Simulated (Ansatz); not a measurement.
# C2H4GaN (SMILES N=C=[CH][GaH2]) at wB97M-V/def2-SVP

What is the electronic atomisation energy of C2H4GaN at wB97M-V/def2-SVP? 

The results are computed with Ansatz 0.2.0.

48 further runs of the same task are left out: 48 set aside as unsound or not needed. Runs told in other sessions of the task aren't counted.

**1. The structure to begin with**

C2H4GaN: 8 atoms, total charge 0, spin state singlet. SMILES: `N=C=[CH][GaH2]`. Geometry: relaxed at PBE0-D4/def2-TZVP.

Bond lengths: N1–C2 1.214 Å, C2–C3 1.309 Å, C3–Ga4 1.931 Å, N1–H5 1.014 Å, C3–H6 1.084 Å, Ga4–H7 1.565 Å, Ga4–H8 1.565 Å. Angles: N1–C2–C3 173.8°, C2–C3–Ga4 119.1°, C2–N1–H5 119.2°, C2–C3–H6 118.2°, Ga4–C3–H6 122.7°, C3–Ga4–H7 118.3°, C3–Ga4–H8 118.1°, H7–Ga4–H8 123.7°.

**2. A single-point energy at wB97M-V/def2-SVP**

Input file molecule.yaml:

```yaml
crystal:
  periodic: [false, false, false]
  atoms:
    - {symbol: N, position_ang: [0.336900, 2.061700, -0.854600]}
    - {symbol: C, position_ang: [0.365600, 1.114900, -0.096000]}
    - {symbol: C, position_ang: [0.472300, 0.025700, 0.622800]}
    - {symbol: Ga, position_ang: [-0.381300, -1.593600, 0.007200]}
    - {symbol: H, position_ang: [-0.411400, 2.740600, -0.770200]}
    - {symbol: H, position_ang: [1.040500, 0.073900, 1.545200]}
    - {symbol: H, position_ang: [-0.231900, -2.886400, 0.876300]}
    - {symbol: H, position_ang: [-1.190600, -1.536800, -1.330700]}
basis:
  gaussian:
    orbitals: def2-SVP
accuracy: high
hamiltonian:
  xc: {name: wB97M-V}
output: {orbitals: {seedname: orbitals}}
```

Run with:

```
$ ansatz run molecule.yaml --threads 1 --pin off --max-ram 3480MiB --events-out events.jsonl --progress --plain --runs-dir runs
```

What it wrote:

```text
Warning: RAYON_NUM_THREADS=1 ignored (pool sized by the plan → 1); use --threads N
Functional definition: wB97M-V
  name "wB97M-V"
  parameter omega = 0.3/bohr
  parameter cx = 0.15
  parameter cx01 = 1.007
  parameter cx10 = 0.259
  parameter css00 = 0.443
  parameter css04 = -1.437
  parameter css10 = -4.535
  parameter css20 = -3.390
  parameter css43 = 4.278
  parameter cos00 = 1.000
  parameter cos10 = 1.358
  parameter cos20 = 2.924
  parameter cos21 = -8.812
  parameter cos60 = -1.390
  parameter cos61 = 9.142
  parameter b = 6.0
  parameter c = 0.01
  gx(w, u) = 1 - cx + cx01*u + cx10*w
  gss(w, u) = css00 + css04*u^4 + css10*w + css20*w^2 + css43*w^4*u^3
  gos(w, u) = cos00 + cos10*w + (cos20 + cos21*u)*w^2 + (cos60 + cos61*u)*w^6
  exchange = spin_sum(e_x_unif_sr(omega)*gx(b97_w, b97_u_x)) + cx*exact_x_sr(omega) + exact_x_lr(omega)
  correlation = spin_sum(e_c_pw_mod_same_spin*gss(b97_w, b97_u_same))
      + integral(e_c_pw_mod_opposite_spin*gos(b97_w_opposite, b97_u_opposite)) + vv10(b, c)
2065 factors; integrals over basis functions are off by at most 9.3e-9 eV
373 factors; integrals over basis functions are off by at most 2.6e-9 eV
mean field evaluation 1: about -55987.8192 eV, gradient 4.2e1 eV
mean field evaluation 2: about -55989.0762 eV, gradient 3.7e1 eV
mean field evaluation 4: about -55991.5507 eV, gradient 1.9e0 eV
mean field evaluation 8: about -55991.6621 eV, gradient 2.3e-1 eV
mean field evaluation 16: about -55991.6625 eV, gradient 9.8e-5 eV
mean field -55991.66250294 eV, -2057.6556444712 hartree, gradient 4.8e-8 eV, S^2 0.000000; 0 other end points of the search recorded, 0 dependent functions left out
reference -55991.66250771 eV, -2057.6556446463 hartree; 27, 27 occupied and 67, 67 virtual orbitals, 2065 factors
Total energy: -55991.66250771 eV, -2057.6556446463 hartree
```

It took 81 s on 1 thread of Arm Neoverse V1, shared host; peak memory 0.61 GiB.

**3. The C atom at the same level**

Input file in.yaml:

```yaml
crystal:
  periodic: [false, false, false]
  atoms:
    - {symbol: C, position_ang: [0.000000, 0.000000, 0.000000]}
basis:
  gaussian:
    orbitals: def2-SVP
magnetization:
  spin_polarized: true
  initial_magnetization: 2
hamiltonian:
  xc: {name: wB97M-V}
accuracy: high
```

Run the same way, it converges to -37.79948 Eh (log not shown).

**4. The Ga atom**

Input file run.yaml:

```yaml
crystal:
  periodic: [false, false, false]
  atoms:
    - {symbol: Ga, position_ang: [0.000000, 0.000000, 0.000000]}
basis:
  gaussian:
    orbitals: def2-SVP
magnetization:
  spin_polarized: true
  initial_magnetization: 1
hamiltonian:
  xc: {name: wB97M-V}
accuracy: high
```

Run the same way, it converges to -1924.45945 Eh (log not shown).

**5. The H atom**

Input file molecule.yaml:

```yaml
basis:
  gaussian: {orbitals: def2-SVP}
crystal:
  periodic: [false, false, false]
  atoms:
    - {symbol: H, position_ang: [0.000000, 0.000000, 0.000000]}
magnetization: {spin_polarized: true, initial_magnetization: 1}
hamiltonian: {xc: {name: wB97M-V}}
accuracy: high
```

Run with:

```
$ ansatz run molecule.yaml --threads 1 --pin off --max-ram 3480MiB --events-out events.jsonl --progress --plain --runs-dir runs
```

What it wrote, cut to the lines that bear on the results:

```text
Warning: RAYON_NUM_THREADS=1 ignored (pool sized by the plan → 1); use --threads N
[... 2 set-up lines as earlier in the session ...]
[...]
  gx(w, u) = 1 - cx + cx01*u + cx10*w
  gss(w, u) = css00 + css04*u^4 + css10*w + css20*w^2 + css43*w^4*u^3
  gos(w, u) = cos00 + cos10*w + (cos20 + cos21*u)*w^2 + (cos60 + cos61*u)*w^6
[...]
      + integral(e_c_pw_mod_opposite_spin*gos(b97_w_opposite, b97_u_opposite)) + vv10(b, c)
15 factors; integrals over basis functions are off by at most 8.9e-10 eV
15 factors; integrals over basis functions are off by at most 7.0e-10 eV
[...]
mean field -13.38016317 eV, -0.4917119273 hartree, gradient 7.8e-9 eV, S^2 0.750000; 0 other end points of the search recorded, 0 dependent functions left out
reference -13.38016526 eV, -0.4917120041 hartree; 1, 0 occupied and 4, 5 virtual orbitals, 15 factors
Total energy: -13.38016526 eV, -0.4917120041 hartree
```

Run time: 0.69 s. Hardware: 1 thread of Arm Neoverse V1, shared host; peak memory 0.1 GiB.

**6. The N atom at the same level**

Input file molecule.yaml:

```yaml
crystal:
  periodic: [false, false, false]
  atoms:
    - {symbol: "N", position_ang: [0.000000, 0.000000, 0.000000]}
basis:
  gaussian:
    orbitals: def2-SVP
accuracy: high
hamiltonian:
  xc: {name: wB97M-V}
magnetization:
  spin_polarized: true
  initial_magnetization: 3
```

Run the same way, it converges to -54.52542 Eh (log not shown).

**7. Results**

At wB97M-V/def2-SVP:

| quantity | value |
| --- | --- |
| molecule: total energy | -2057.65564 Eh |
| molecule: HOMO energy | -9.10 eV |
| molecule: LUMO energy | 0.31 eV |
| molecule: HOMO–LUMO gap | 9.41 eV |
| C atom: total energy | -37.79948 Eh |
| C atom: ⟨S²⟩ | 2.002 |
| Ga atom: total energy | -1924.45945 Eh |
| Ga atom: ⟨S²⟩ | 0.752 |
| H atom: total energy | -0.49171 Eh |
| H atom: ⟨S²⟩ | 0.750 |
| N atom: total energy | -54.52542 Eh |
| N atom: ⟨S²⟩ | 3.753 |
| electronic atomisation energy | 30.068 eV |

Taking the molecule apart into free atoms costs 30.07 eV (693 kcal/mol), before zero-point energy and without spin-orbit coupling.
